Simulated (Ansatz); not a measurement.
**GeAsH₃ (triplet): from Hartree-Fock to the top rungs at a displaced geometry (v1), cc-pVDZ**

How much of the correlation energy of GeAsH₃ (triplet) does each wave-function method recover here?

Program: Ansatz 0.2.0, Gaussian basis. Level of theory: cc-pVDZ, core rule «outside noble gas», up to 28 orbitals frozen. These are calculated values, not measurements.

The runs, in order: UHF; CCSD(T) on ROHF; CCSD(T) on UHF; BCCD(T) on ROHF; CISD; CCSDT(Q) on ROHF; CCSDT(Q) on UHF.

24 further runs of the same task are left out: 11 that didn't finish, 13 set aside as unsound or not needed.

**1. What is computed**

The geometry is a PBE0/def2-TZVP stationary point (not a proven minimum) with its atoms shifted at random (size 0.040 Å). No spin-orbit coupling is included. The filled d shell of Ge, As may be among the frozen orbitals whatever the setting's name suggests; the logs give the count.

5 atoms, charge 0, spin multiplicity 3.

Atoms are counted from 1 here; the program's logs count them from 0.

Bond lengths: Ge1–As2 2.426 Å, Ge1–H3 1.495 Å, As2–H4 1.482 Å, As2–H5 1.613 Å. Angles: As2–Ge1–H3 112.7°, Ge1–As2–H4 98.0°, Ge1–As2–H5 99.2°, H4–As2–H5 93.0°.

**2. UHF**

Input file in.yaml:

```yaml
crystal:
  periodic: [false, false, false]
  atoms:
    - {symbol: Ge, position_ang: [0.001128, 0.072525, 1.236726]}
    - {symbol: As, position_ang: [0.000295, -0.078661, -1.184752]}
    - {symbol: H, position_ang: [0.048259, -1.266705, 1.898888]}
    - {symbol: H, position_ang: [1.047229, 0.935383, -1.455601]}
    - {symbol: H, position_ang: [-1.198650, 0.951562, -1.507090]}
basis:
  gaussian: {orbitals: cc-pVDZ}
magnetization: {spin_polarized: true, initial_magnetization: 2}
hamiltonian: {xc: hf}
output: {orbitals: {seedname: orbitals}}
```

Launch:

```bash
> ansatz run in.yaml --threads 1 --pin off --events-out ev --progress --plain --max-ram 2393MiB
```

The runs that follow: CCSD(T) on ROHF; CCSD(T) on UHF; BCCD(T) on ROHF; CISD; CCSDT(Q) on ROHF; CCSDT(Q) on UHF.

Before running them: what should the planned runs give, taken together? Wanted: UCCSDT(Q) below the RHF energy; RMP2 from UCCSDT(Q); UMP2 from UCCSDT(Q); RCCSD from UCCSDT(Q); RCCSD(T) from UCCSDT(Q); UCCSD(T) from UCCSDT(Q); RCCSDT(Q) from UCCSDT(Q); T1 diagnostic.

**Answer**, as computed:

| quantity | value |
| --- | --- |
| UCCSDT(Q) below the RHF energy | -6.1239 eV |
| RMP2 from UCCSDT(Q) | +122.3 kJ/mol |
| UMP2 from UCCSDT(Q) | +121.1 kJ/mol |
| RCCSD from UCCSDT(Q) | +21.9 kJ/mol |
| RCCSD(T) from UCCSDT(Q) | +5.0 kJ/mol |
| UCCSD(T) from UCCSDT(Q) | +4.1 kJ/mol |
| RCCSDT(Q) from UCCSDT(Q) | +0.9 kJ/mol |
| levels within 1 kcal/mol (43 meV) | UCCSD(T), RCCSDT, UCCSDT, RCCSDT(Q) |
| T1 diagnostic | 0.027 |

What this shows: RCCSD(T) misses by +5.0 kJ/mol, 0.8 % of the correlation energy. These misses are within one basis, not against nature; the frozen cores of restricted and unrestricted runs differ, which can shift their rows.
